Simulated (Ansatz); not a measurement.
Write a Python script for Ansatz 0.2.0, Python API that makes a rigid torsion scan of H6O2SSi2, SMILES O[SiH2]S[SiH2]O. Use (for the species named): Hartree-Fock, 6-31G* basis, multiplicity 1.

```xyz
11

O    -1.0753    1.6660    1.4870
Si   -1.5822    0.3813    0.5354
S     0.0294   -1.0325    0.7340
Si    1.0991   -0.3390   -0.9808
O     2.4462   -1.2580   -1.0704
H    -0.7916    1.4709    2.3692
H    -1.8168    0.7804   -0.8290
H    -2.7399   -0.2520    1.1629
H     0.2390   -0.4755   -2.1910
H     1.5010    1.0855   -0.8018
H     2.5164   -2.0003   -0.4074
```

Script `run_torsion.py`:
```python
# -*- coding: utf-8 -*-
"""Rigid torsion scan of H6O2SSi2."""

import ansatz as az
from ase import Atoms


def main():
    atoms = Atoms(["O", "Si", "S", "Si", "O", "H", "H", "H", "H", "H", "H"], positions=[
        (-1.0753, 1.666, 1.487),
        (-1.5822, 0.3813, 0.5354),
        (0.0294, -1.0325, 0.734),
        (1.0991, -0.339, -0.9808),
        (2.4462, -1.258, -1.0704),
        (-0.7916, 1.4709, 2.3692),
        (-1.8168, 0.7804, -0.829),
        (-2.7399, -0.252, 1.1629),
        (0.239, -0.4755, -2.191),
        (1.501, 1.0855, -0.8018),
        (2.5164, -2.0003, -0.4074),
    ])

    # relax first, so that the scan starts from a minimum
    first = (
        az.Crystal.molecule_from_ase(atoms).calculation()
        .basis(gaussian="6-31G*")
        .functional("hf")
        .relax(force_tolerance=0.02, max_steps=80)
    )
    atoms.positions = first.run(threads=1, pin="off").report["positions_ang"]

    start = atoms.get_dihedral(2, 3, 4, 10)
    energies = {}
    for turn in range(0, 360, 40):
        turned = atoms.copy()
        turned.set_dihedral(2, 3, 4, 10, start + turn, indices=[4, 10])
        job = (
            az.Crystal.molecule_from_ase(turned).calculation()
            .basis(gaussian="6-31G*")
            .functional("hf")
        )
        energies[round((start + turn) % 360)] = job.run(threads=1, pin="off").report["free_energy_ev"]
    floor = min(energies.values())
    print("dihedral S2-Si3-O4-H10 (deg)   E - E(min) (kJ/mol)")
    for angle, e in sorted(energies.items()):
        print(f"{angle:8d} {96.485332 * (e - floor):14.3f}  " + "#" * int(30 * (e - floor) / max(max(energies.values()) - floor, 1e-9)))


if __name__ == "__main__":
    main()
```

Output of `python run_torsion.py`:
```text
dihedral S2-Si3-O4-H10 (deg)   E - E(min) (kJ/mol)
       9          3.034  #######
      49          0.000
      89          3.718  #########
     129         10.175  ##########################
     169         11.691  ##############################
     209          9.530  ########################
     249          7.662  ###################
     289          7.000  #################
     329          6.518  ################
```

The scan is rigid and the energies are electronic, in a modest basis. With rigid groups the curve can differ much from the relaxed path, the start wasn't checked as a minimum of this torsion, and equivalent turns needn't return to the same energy. Hardware and time: 2.1 min on 1 thread of Arm Neoverse N1, with other jobs on the host, peak memory 0.27 GiB.
